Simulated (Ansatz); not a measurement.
# CHBO₂S: up Jacob's ladder to CCSD(T)

Aim: compute CHBO₂S with functionals from several rungs and with coupled cluster. The yardstick is the atomisation energy at the CCSD(T) limit.

The runs use Ansatz 0.2.0, Gaussian basis; functionals in def2-TZVPP, the program's frozen cores in correlated methods.

Levels to be run: LDA (SPW92), PBE-D4, revPBE-D4, BLYP-D4, r2SCAN-D4, B97M-V, PBE0-D4, B3LYP-D4, r2SCANh-D4, r2SCAN0-D4, HSE06-D4, BHLYP-D4, CAM-B3LYP-D4, LC-ωPBE, ωB97X-V, ωB97M-V, B2PLYP, PBE-QIDH; CCSD(T)/def2-SVP; CCSD(T)/def2-TZVPP; MP2/def2-QZVPP; extrapolation to the limit; RPA on PBE.

**1. Structure used throughout**

All runs share one geometry, relaxed beforehand with PBE0-D4 in a triple-zeta def2 set.

6 atoms, charge 0, spin multiplicity 1.

Atoms are counted from 1 here; the program's logs count them from 0.

Bond lengths: O1–C2 1.122 Å, O3–B4 1.206 Å, B4–S5 1.765 Å, S5–H6 1.347 Å. Angles: O3–B4–S5 179.5°, B4–S5–H6 92.6°.

**2. LDA**

This LDA is Slater exchange with PW92 correlation.

Input file in.yaml:

```yaml
crystal:
  periodic: [false, false, false]
  atoms:
    - {symbol: O, position_ang: [1.622709, -2.408538, 1.254376]}
    - {symbol: C, position_ang: [1.342609, -1.371234, 0.930806]}
    - {symbol: O, position_ang: [-1.514539, -0.723506, -0.697132]}
    - {symbol: B, position_ang: [-0.839711, 0.256917, -0.503007]}
    - {symbol: S, position_ang: [0.157363, 1.683484, -0.212547]}
    - {symbol: H, position_ang: [-0.726431, 2.498777, -0.818696]}
basis:
  gaussian: {orbitals: def2-TZVPP}
hamiltonian: {xc: lda}
output: {orbitals: {seedname: orbitals}}
```

After this run come: PBE-D4 (GGA); revPBE-D4 (GGA); BLYP-D4 (GGA); r2SCAN-D4 (meta-GGA); B97M-V (meta-GGA); PBE0-D4 (hybrid); B3LYP-D4 (hybrid); r2SCANh-D4 (hybrid); r2SCAN0-D4 (hybrid); HSE06-D4 (hybrid); BHLYP-D4 (hybrid); CAM-B3LYP-D4 (range-separated); LC-ωPBE (range-separated); ωB97X-V (range-separated); ωB97M-V (range-separated); B2PLYP (double hybrid); PBE-QIDH (double hybrid); CCSD(T) in def2-SVP; CCSD(T) in def2-TZVPP; MP2 in def2-QZVPP; RPA on PBE orbitals.

Q: Predict the results of all the runs planned. Wanted: atomisation energy, CCSD(T)/CBS; farthest beyond LDA; mean size of error, GGA; mean size of error, meta-GGA; mean size of error, hybrid; mean size of error, range-separated; mean size of error, double hybrid; gap, smallest and largest; T1 diagnostic.

The runs gave:

| quantity | value |
| --- | --- |
| atomisation energy, CCSD(T)/CBS | 2710.9 kJ/mol |
| functionals within 13.6 kJ/mol (0.5 %) | PBE0-D4, B3LYP-D4, HSE06-D4, CAM-B3LYP-D4, LC-ωPBE, ωB97X-V, B2PLYP |
| farthest beyond LDA | BHLYP-D4 (-159.8 kJ/mol) |
| mean size of error, GGA | 63.1 kJ/mol |
| mean size of error, meta-GGA | 19.2 kJ/mol |
| mean size of error, hybrid | 46.7 kJ/mol |
| mean size of error, range-separated | 11.8 kJ/mol |
| mean size of error, double hybrid | 18.5 kJ/mol |
| gap, smallest and largest | 4.96 eV (LDA (SPW92)), 12.92 eV (LC-ωPBE) |
| T1 diagnostic | 0.0177 |
| triples share of the correlation energy | 4.5 % |

**Reading.** LDA overbinds by 462.2 kJ/mol (17 %). PBE-D4 is off by +117.7 kJ/mol. Double hybrids carry the basis error of their MP2 part in triple zeta, and no dispersion term here, so their miss is partly the set-up's. By mean error the best rung here is range-separated (11.8 kJ/mol) and the worst beyond LDA is GGA (63.1 kJ/mol). The gap between the best rungs is small, so their order is not settled. Misses under about 13.6 kJ/mol are within the doubt on the reference itself, which lacks core-valence correlation, relativity and higher excitations. Hartree-Fock recovers 69 % of the binding; the rest is correlation. CCSD(T) in def2-SVP is off by -118.1 kJ/mol, which most functionals beat. Orbital gaps span 5.0 to 12.9 eV; exact exchange widens them.
